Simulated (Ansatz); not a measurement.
# Mg: the cost of one run

Computed with Ansatz 0.2.0 (DFT HSE06+D3(BJ), scalar-relativistic, plane waves, PAW, and further levels as typed in the inputs, unless a step's input says otherwise).

## 1. The system as given

The structure is hexagonal, space group P6_3/mmc (No. 194). Conventional cell: a = 3.195 Å, b = 3.195 Å, c = 5.190 Å, α = 90.00°, β = 90.00°, γ = 120.00°. Around Mg (site symmetry -6m2) lie 12 Mg at 3.18 to 3.19 Å.

Coordinates:

```xyz
2
Lattice="3.1947 0.0000 0.0000 -1.5974 2.7667 0.0000 0.0000 0.0000 5.1901" Properties=species:S:1:pos:R:3 pbc="T T T"
Mg    0.0000    1.8445    1.2975
Mg    1.5974    0.9222    3.8925
```

## 2. Single point: Mg, no spin

input.yaml reads:

```yaml
crystal:
  lattice:
    - [3.194734, 0.0, 0.0]
    - [-1.597367, 2.766721, 0.0]
    - [0.0, 0.0, 5.190056]
  atoms:
    - { symbol: Mg, position: [0.333333, 0.666667, 0.25] }
    - { symbol: Mg, position: [0.666667, 0.333333, 0.75] }
scf:
  occupations: { method: gaussian, width: 0.1 }
output:
  forces: true
  stress: true
  eigenvalues: true
hamiltonian:
  xc: hse06
  dispersion: d3bj
kpoints:
  mp_grid: { grid: [12, 12, 8] }
```

Run with:

```
$ ansatz run input.yaml --threads 4 --pin off --max-ram 10240MiB --backend cpu --events-out ev --progress --plain --runs-dir out
```

**Question.** How long does this run take on 4 threads of Intel Xeon Platinum 8259CL at 2.50GHz (Skylake/Cascade Lake), shared host, and how much memory does it need?

About 43 s, with a peak of 3 GiB.
